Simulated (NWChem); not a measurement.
# SnH2F2 (SMILES [F][SnH2][F]) at M06-2X/def2-SVP (core potential)

Aim: the electronic atomisation energy of SnH2F2 at M06-2X/def2-SVP (core potential), from 4 runs. 

The results are computed with NWChem 7.3.0.

14 further runs of the same task are left out: 2 that didn't finish, 12 set aside as unsound or not needed.

**1. The molecule**

SnH2F2: 5 atoms, total charge 0, spin state singlet. As SMILES, `[F][SnH2][F]`. Geometry: relaxed at PBE0-D4/def2-TZVP.

Bond lengths: F1–Sn2 1.909 Å, Sn2–F3 1.909 Å, Sn2–H4 1.692 Å, Sn2–H5 1.692 Å. Angles: F1–Sn2–F3 103.3°, F1–Sn2–H4 107.1°, F1–Sn2–H5 107.1°, F3–Sn2–H4 107.1°, F3–Sn2–H5 107.1°, H4–Sn2–H5 123.6°.

**2. Energy and gradient at M06-2X/def2-SVP (core potential)**

File calc.nw:

```
START calc
TITLE "F2H2Sn M06-2X"
memory stack 880 mb heap 220 mb global 1100 mb

GEOMETRY units angstrom noautosym nocenter noautoz
  F     -0.343500    -0.356300     1.741400
  Sn     0.128900    -0.073200    -0.086200
  F     -1.231200     1.110700    -0.712400
  H     -0.087400    -1.547100    -0.889100
  H      1.583200     0.792100    -0.095000
END

BASIS spherical bse
  * library def2-SVP
END

ECP bse
  Sn library def2-SVP
END

DFT
  xc m06-2x
  grid xfine
  convergence energy 1e-08
  iterations 100
  mulliken
  noprint "final vectors analysis"
END

TASK dft gradient
```

The run is started by

```
$ nwchem calc.nw > calc.out
```

Output:

```text
[...]
          Wavefunction type:  closed shell.
          No. of atoms     :     5
          No. of electrons :    42
[...]
          Charge           :     0
          Spin multiplicity:     1
[...]
          AO basis - number of functions:    64
[...]
              XC Information
              --------------
                       M06-2X Method XC Functional
                     Hartree-Fock (Exact) Exchange  0.540
                        M06-2X Exchange Functional  1.000
                      M06-2X Correlation Potential  1.000
[...]
 d= 0,ls=0.0,diis     1   -414.8129956149 -5.59D+02  2.14D-02  8.59D-01     2.1
[...]
 d= 0,ls=0.0,diis     8   -414.9154718397 -3.25D-09  4.08D-07  6.17D-10    15.8
         Total DFT energy =     -414.915471839717
      One electron energy =     -944.733787675100
           Coulomb energy =      424.928707819860
    Exchange-Corr. energy =      -39.720139484731
 Nuclear repulsion energy =      144.609747500253
[...]
      Total Density - Mulliken Population Analysis
     ---------------------------------------------
    Atom       Charge   Shell Charges
 -----------   ------   -------------------------------------------------------
    1 F    9     9.49   1.99  1.10  0.86  3.32  2.22  0.00
    2 Sn  22    20.80   0.41  1.60  0.92  0.16  2.75  3.26  1.16  0.29  9.79  0.46
    3 F    9     9.49   1.99  1.10  0.86  3.32  2.22  0.00
    4 H    1     1.11   0.69  0.41  0.01
    5 H    1     1.11   0.69  0.41  0.01
[...]
  wavefunction    = closed shell
                         DFT ENERGY GRADIENTS
    atom               coordinates                        gradient
                 x          y          z           x          y          z
   1 F      -0.649121  -0.673309   3.290769    0.002561   0.001524  -0.009880
   2 Sn      0.243586  -0.138328  -0.162894   -0.006645   0.003262   0.004379
   3 F      -2.326631   2.098919  -1.346241    0.007337  -0.006384   0.003368
   4 H      -0.165162  -2.923595  -1.680155   -0.000267   0.002704   0.001714
   5 H       2.991814   1.496852  -0.179524   -0.002987  -0.001106   0.000420
[...]
```

It took 20 s on 1 thread of INTEL XEON PLATINUM 8581C at 2.10GHz (Emerald Rapids), shared host; peak memory 0.14 GiB.

**3. The F atom: a single-point energy at UM06-2X/def2-SVP**

File run.py:

```python
from ase import Atoms
from ase.calculators.nwchem import NWChem

molecule = Atoms(['F'], positions=[
    [0.000000, 0.000000, 0.000000],
])

calc = NWChem(
    label='f',
    theory='dft',
    memory='2200 mb',
    basis='def2-SVP',
    basispar='spherical bse',
    dft={'xc': 'm06-2x', 'mult': '2', 'grid': 'xfine', 'convergence': 'energy 1e-08', 'iterations': '100', 'mulliken': None},
    task='energy',
)
molecule.calc = calc

print(f"energy = {molecule.get_potential_energy():.6f} eV")
```

The run is started by

```
$ export ASE_NWCHEM_COMMAND="nwchem PREFIX.nwi > PREFIX.nwo"
$ python run.py
```

Output:

```text
energy = -2710.479206 eV
```

The calculator wrote f.nwi:

```
title "f"

permanent_dir f

scratch_dir f

start f

geometry units angstrom nocenter noautosym noautoz
  F  0.0000000000000000e+00 0.0000000000000000e+00 0.0000000000000000e+00
end

memory 2200 mb

basis spherical bse noprint
   * library def2-SVP
end

dft
  xc m06-2x
  mult 2
  grid xfine
  convergence energy 1e-08
  iterations 100
  mulliken
end

task dft energy
```

f.nwo:

```text
Northwest Computational Chemistry Package (NWChem) 7.3.0
             --------------------------------------------------------

           Job information
           ---------------

    nwchem branch   = 7.3.0
    use scalapack   = T
    input           = f.nwi
    prefix          = f.
    data base       = f/f.db
    status          = startup
    nproc           =        1

           Memory information
           ------------------

    heap     =     72089598 doubles =      550.0 Mbytes
    stack    =     72089595 doubles =      550.0 Mbytes
    global   =    144179200 doubles =     1100.0 Mbytes (distinct from heap & stack)
    total    =    288358393 doubles =     2200.0 Mbytes
    verify   = yes
    hardfail = no

[... 58 lines left out ...]
  convergence criterion.
[... 17 lines left out ...]
          Convergence on gradient requested:  5.00D-04
[... 22 lines left out ...]
          Convergence aids based upon iterative change in
[... 28 lines left out ...]
 1-e energy   =    -139.149924
[... 39 lines left out ...]
         Total DFT energy =      -99.608274396399
[... 2 lines left out ...]
    Exchange-Corr. energy =      -10.356631826805
[... 110 lines left out ...]
                     DFT Final Beta Molecular Orbital Analysis
[... 127 lines left out ...]
     ------------------------------------------
      Spin Density - Lowdin Population Analysis
     ------------------------------------------

    Atom       Charge   Shell Charges
 -----------   ------   -------------------------------------------------------
    1 F    9     1.00   0.00  0.01 -0.01  0.67  0.33  0.00

   alpha - beta orbital overlaps
   -----------------------------

   alpha      1      2      3      4      5      6      7      8      9     10
    beta      1      2      5      4      3      6      9      8      7     14
 overlap   1.000  1.000  0.994  1.000  1.000  1.000  0.994  1.000  1.000  1.000

   alpha     11     12     13     14
    beta     10     11     12     13
 overlap   1.000  1.000  1.000  1.000

     --------------------------
     Expectation value of S2:
     --------------------------
      <S2> =      0.7511 (Exact =     0.7500)

 Task  times  cpu:        3.4s     wall:        3.4s
 Total times  cpu:        3.4s     wall:        3.4s
```

It took 4.5 s on 1 thread of INTEL XEON PLATINUM 8581C at 2.10GHz (Emerald Rapids), shared host; peak memory 0.11 GiB.

**4. The H atom: a single-point energy at UM06-2X/def2-SVP**

File m1.nw:

```
start m1
title "H"
memory 2200 mb
charge 0

geometry noautosym nocenter noautoz
  H        0.000000       0.000000       0.000000
end

basis spherical bse
  H library def2-SVP
end

dft
  xc m06-2x
  mult 2
  grid xfine
  convergence energy 1e-08
  iterations 100
  mulliken
end

task dft energy
```

The run is started by

```
$ nwchem m1.nw > m1.out
```

Output:

```text
[...]
          Wavefunction type:  spin polarized.
          No. of atoms     :     1
          No. of electrons :     1
[...]
          Charge           :     0
          Spin multiplicity:     2
[...]
          AO basis - number of functions:     5
[...]
              XC Information
              --------------
                       M06-2X Method XC Functional
                     Hartree-Fock (Exact) Exchange  0.540
                        M06-2X Exchange Functional  1.000
                      M06-2X Correlation Potential  1.000
[...]
 d= 0,ls=0.0,diis     1     -0.4973979675 -4.97D-01  1.45D-03  1.99D-05     0.2
[...]
  Singularity in Pulay matrix. Error and Fock matrices removed.
 d= 0,ls=0.0,diis     3     -0.4974116451 -4.76D-07  1.84D-07  2.45D-13     0.3
[...]
  Singularity in Pulay matrix. Error and Fock matrices removed.
 d= 0,ls=0.0,diis     4     -0.4974116451 -1.72D-13  5.00D-10  1.83D-18     0.4
[...]
         Total DFT energy =       -0.497411645084
      One electron energy =       -0.499266116006
           Coulomb energy =        0.311084153634
    Exchange-Corr. energy =       -0.309229682712
 Nuclear repulsion energy =        0.000000000000
[...]
      Total Density - Mulliken Population Analysis
     ---------------------------------------------
    Atom       Charge   Shell Charges
 -----------   ------   -------------------------------------------------------
    1 H    1     1.00   0.54  0.46  0.00
     --------------------------------------------
      Spin Density - Mulliken Population Analysis
     --------------------------------------------
    Atom       Charge   Shell Charges
 -----------   ------   -------------------------------------------------------
    1 H    1     1.00   0.54  0.46  0.00
[...]
      <S2> =      0.7500 (Exact =     0.7500)
[...]
```

Run time: 0.93 s. Hardware: 1 thread of INTEL XEON PLATINUM 8581C at 2.10GHz (Emerald Rapids), shared host; peak memory 0.11 GiB.

**5. The Sn atom: the energy at UM06-2X/def2-SVP (core potential)**

File run.py:

```python
from ase import Atoms
from ase.calculators.nwchem import NWChem

atoms = Atoms(['Sn'], positions=[
    [0.000000, 0.000000, 0.000000],
])

calc = NWChem(
    label='sn',
    theory='dft',
    memory='2200 mb',
    basis='def2-SVP',
    basispar='spherical bse',
    dft={'xc': 'm06-2x', 'mult': '3', 'grid': 'xfine', 'convergence': 'energy 1e-08', 'iterations': '100', 'mulliken': None},
    task='energy',
    **{'ecp bse': {'Sn library': 'def2-SVP'}},
)
atoms.calc = calc

e = atoms.get_potential_energy()
print(f"E = {e:.6f} eV")
```

The run is started by

```
$ export ASE_NWCHEM_COMMAND="nwchem PREFIX.nwi > PREFIX.nwo"
$ python run.py
```

Output:

```text
E = -5828.447386 eV
```

The calculator wrote sn.nwi:

```
title "sn"

permanent_dir sn

scratch_dir sn

start sn

geometry units angstrom nocenter noautosym noautoz
  Sn 0.0000000000000000e+00 0.0000000000000000e+00 0.0000000000000000e+00
end

memory 2200 mb

basis spherical bse noprint
   * library def2-SVP
end

dft
  xc m06-2x
  mult 3
  grid xfine
  convergence energy 1e-08
  iterations 100
  mulliken
end
ecp bse
  Sn library def2-SVP
end

task dft energy
```

sn.nwo:

```text
Northwest Computational Chemistry Package (NWChem) 7.3.0
             --------------------------------------------------------

           Job information
           ---------------

    nwchem branch   = 7.3.0
    use scalapack   = T
    input           = sn.nwi
    prefix          = sn.
    data base       = sn/sn.db
    status          = startup
    nproc           =        1

           Memory information
           ------------------

    heap     =     72089596 doubles =      550.0 Mbytes
    stack    =     72089601 doubles =      550.0 Mbytes
    global   =    144179200 doubles =     1100.0 Mbytes (distinct from heap & stack)
    total    =    288358397 doubles =     2200.0 Mbytes
    verify   = yes
    hardfail = no

[... 62 lines left out ...]
  convergence criterion.
[... 17 lines left out ...]
          Convergence on gradient requested:  5.00D-04
[... 22 lines left out ...]
          Convergence aids based upon iterative change in
[... 28 lines left out ...]
 1-e energy   =    -376.057179
[... 39 lines left out ...]
         Total DFT energy =     -214.191492519640
[... 2 lines left out ...]
    Exchange-Corr. energy =      -17.982179806810
[... 203 lines left out ...]
                     DFT Final Beta Molecular Orbital Analysis
[... 226 lines left out ...]
   alpha - beta orbital overlaps
   -----------------------------

   alpha      1      2      3      4      5      6      7      8      9     10
    beta      1      2      3      4      5      7      6      9      8     10
 overlap   1.000  1.000  0.915  0.915  1.000  0.716  0.716  0.996  0.996  0.998

   alpha     11     12     13     14     15     16     17     18     19     20
    beta     13     12     11     14     16     15     17     19     20     21
 overlap   0.956  0.956  0.991  0.999  0.754  0.754  0.991  0.975  0.975  0.987

   alpha     21     22     23     24     25     26
    beta     22     18     23     25     24     26
 overlap   0.987  0.998  1.000  0.927  0.927  1.000

     --------------------------
     Expectation value of S2:
     --------------------------
      <S2> =      2.0055 (Exact =     2.0000)

 Task  times  cpu:        6.3s     wall:        6.3s
 Total times  cpu:        6.4s     wall:        6.4s
```

Wall time 7.5 s (1 thread of INTEL XEON PLATINUM 8581C at 2.10GHz (Emerald Rapids), shared host); peak memory 0.11 GiB.

**6. Summary of results**

At M06-2X/def2-SVP (core potential):

| quantity | value |
| --- | --- |
| molecule: total energy | -414.91547 Eh |
| molecule: dipole moment | 3.55 D |
| molecule: largest force on an atom | 0.531 eV/Å |
| F atom: total energy | -99.60827 Eh |
| F atom: HOMO energy (highest over α and β) | -14.20 eV |
| F atom: LUMO energy (lowest over α and β) | -3.85 eV |
| F atom: ⟨S²⟩ | 0.751 |
| H atom: total energy | -0.49741 Eh |
| H atom: HOMO energy (highest over α and β) | -10.21 eV |
| H atom: ⟨S²⟩ | 0.750 |
| Sn atom: total energy | -214.19149 Eh |
| Sn atom: HOMO energy (highest over α and β) | -5.75 eV |
| Sn atom: LUMO energy (lowest over α and β) | -2.10 eV |
| Sn atom: ⟨S²⟩ | 2.006 |
| electronic atomisation energy | 13.949 eV |

In words: Taking the molecule apart into free atoms costs 13.95 eV (1346 kJ/mol), before zero-point energy and without spin-orbit coupling. The largest force (molecule) is 0.53 eV/Å: the shape isn't a stationary point for this species at this level. Mulliken charges (molecule) run from -0.49 on F1 to +1.20 on Sn2.
